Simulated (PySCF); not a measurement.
# Co²⁺, Co³⁺: ionisation energy in pcseg-2

Aim: the ionisation energy of cobalt from differences of total energies, at each level of theory, and how far each lands from the tabulated value where there is one.

Program: PySCF 2.14.0. Level of theory: unrestricted determinants in a Gaussian basis, no spin-orbit coupling in the energies. These are calculated values, not measurements, unless marked.

## Step 1: The atom as given

```
Element                                   : cobalt (Z = 27)
Basis                                     : pcseg-2
Hamiltonian                               : the non-relativistic Hamiltonian (point nucleus)
State 1                                   : Co²⁺: [Ar] 3d7, high-spin 4F determinant
State 2                                   : Co³⁺: [Ar] 3d6, high-spin 5D determinant
Methods                                   : UHF, r2SCAN, MN15, MP2
Core shells frozen in the correlated runs : valence: [Ar] (for Co²⁺)
```

Outer shells as boxes (Hund's rule):

Co2+ [Ar] 3d7
```
[Ar] core
3d [↑↓][↑↓][↑ ][↑ ][↑ ]
```

Co3+ [Ar] 3d6
```
[Ar] core
3d [↑↓][↑ ][↑ ][↑ ][↑ ]
```

One driver process ran all states and methods and kept the integrals in memory. Each run is shown as a PySCF script that sums up its settings (the driver passes frozen orbitals as a list and adds second-order terms of double hybrids); the logs are those of the runs themselves. The driver starts from symmetry-adapted Hartree-Fock orbitals, holds the occupation by maximum overlap and uses a logarithmic radial grid for functionals, so a plain start would take other cycles.

It was started by

```bash
OMP_NUM_THREADS=1 python atomrun2.py TASK.json OUT
```

The integrals over 56 functions and the set-up took 0.36 s of CPU time.

## Step 2: Co²⁺

Level: UHF.

input.py reads:

```python
from pyscf import gto, scf, dft, mp, cc
import basis_set_exchange as bse
mol = gto.M(atom="Co 0 0 0", charge=2, spin=3, symmetry="D2h",
            basis=gto.basis.parse(bse.get_basis("pcseg-2", elements=["Co"], fmt="nwchem", header=False)))
mf = scf.UHF(mol)
mf.irrep_nelec = {'Ag': (5, 4), 'B1g': (1, 1), 'B2g': (1, 0), 'B3g': (1, 0), 'B1u': (2, 2), 'B2u': (2, 2), 'B3u': (2, 2)}
mf.kernel()
```

Level: r2SCAN.

Changes to input.py:

```diff
@@ -4,3 +4,3 @@
             basis=gto.basis.parse(bse.get_basis("pcseg-2", elements=["Co"], fmt="nwchem", header=False)))
-mf = scf.UHF(mol)
+mf = dft.UKS(mol, xc="R2SCAN")
 mf.irrep_nelec = {'Ag': (5, 4), 'B1g': (1, 1), 'B2g': (1, 0), 'B3g': (1, 0), 'B1u': (2, 2), 'B2u': (2, 2), 'B3u': (2, 2)}
```

Level: MN15.

Changes to input.py:

```diff
@@ -4,3 +4,3 @@
             basis=gto.basis.parse(bse.get_basis("pcseg-2", elements=["Co"], fmt="nwchem", header=False)))
-mf = dft.UKS(mol, xc="R2SCAN")
+mf = dft.UKS(mol, xc="MN15")
 mf.irrep_nelec = {'Ag': (5, 4), 'B1g': (1, 1), 'B2g': (1, 0), 'B3g': (1, 0), 'B1u': (2, 2), 'B2u': (2, 2), 'B3u': (2, 2)}
```

Level: MP2 (valence).

Changes to input.py:

```diff
@@ -4,4 +4,5 @@
             basis=gto.basis.parse(bse.get_basis("pcseg-2", elements=["Co"], fmt="nwchem", header=False)))
-mf = dft.UKS(mol, xc="MN15")
+mf = scf.UHF(mol)
 mf.irrep_nelec = {'Ag': (5, 4), 'B1g': (1, 1), 'B2g': (1, 0), 'B3g': (1, 0), 'B1u': (2, 2), 'B2u': (2, 2), 'B3u': (2, 2)}
 mf.kernel()
+mp.UMP2(mf, frozen=9).kernel()
```

## Step 3: Co³⁺

Level: UHF.

input.py reads:

```python
from pyscf import gto, scf, dft, mp, cc
import basis_set_exchange as bse
mol = gto.M(atom="Co 0 0 0", charge=3, spin=4, symmetry="D2h",
            basis=gto.basis.parse(bse.get_basis("pcseg-2", elements=["Co"], fmt="nwchem", header=False)))
mf = scf.UHF(mol)
mf.irrep_nelec = {'Ag': (5, 3), 'B1g': (1, 1), 'B2g': (1, 0), 'B3g': (1, 0), 'B1u': (2, 2), 'B2u': (2, 2), 'B3u': (2, 2)}
mf.kernel()
```

Level: r2SCAN.

Changes to input.py:

```diff
@@ -4,3 +4,3 @@
             basis=gto.basis.parse(bse.get_basis("pcseg-2", elements=["Co"], fmt="nwchem", header=False)))
-mf = scf.UHF(mol)
+mf = dft.UKS(mol, xc="R2SCAN")
 mf.irrep_nelec = {'Ag': (5, 3), 'B1g': (1, 1), 'B2g': (1, 0), 'B3g': (1, 0), 'B1u': (2, 2), 'B2u': (2, 2), 'B3u': (2, 2)}
```

Level: MN15.

Changes to input.py:

```diff
@@ -4,3 +4,3 @@
             basis=gto.basis.parse(bse.get_basis("pcseg-2", elements=["Co"], fmt="nwchem", header=False)))
-mf = dft.UKS(mol, xc="R2SCAN")
+mf = dft.UKS(mol, xc="MN15")
 mf.irrep_nelec = {'Ag': (5, 3), 'B1g': (1, 1), 'B2g': (1, 0), 'B3g': (1, 0), 'B1u': (2, 2), 'B2u': (2, 2), 'B3u': (2, 2)}
```

Level: MP2 (valence).

Changes to input.py:

```diff
@@ -4,4 +4,5 @@
             basis=gto.basis.parse(bse.get_basis("pcseg-2", elements=["Co"], fmt="nwchem", header=False)))
-mf = dft.UKS(mol, xc="MN15")
+mf = scf.UHF(mol)
 mf.irrep_nelec = {'Ag': (5, 3), 'B1g': (1, 1), 'B2g': (1, 0), 'B3g': (1, 0), 'B1u': (2, 2), 'B2u': (2, 2), 'B3u': (2, 2)}
 mf.kernel()
+mp.UMP2(mf, frozen=9).kernel()
```

What does the calculation give?

**Answer**, as computed:

```
               quantity                                                       value
ionisation energy, Co²⁺  UHF 31.328, MP2 (valence) 33.017 eV; reference 33.5 ± 0.06
```

What this shows: The methods span 2.636 eV, from UHF (31.328) to r2SCAN (33.964). The reference is uncertain or not like for like (spin-orbit coupling or other relativistic terms), so no ranking of close methods is drawn. The basis is finite, and no extrapolation was made.
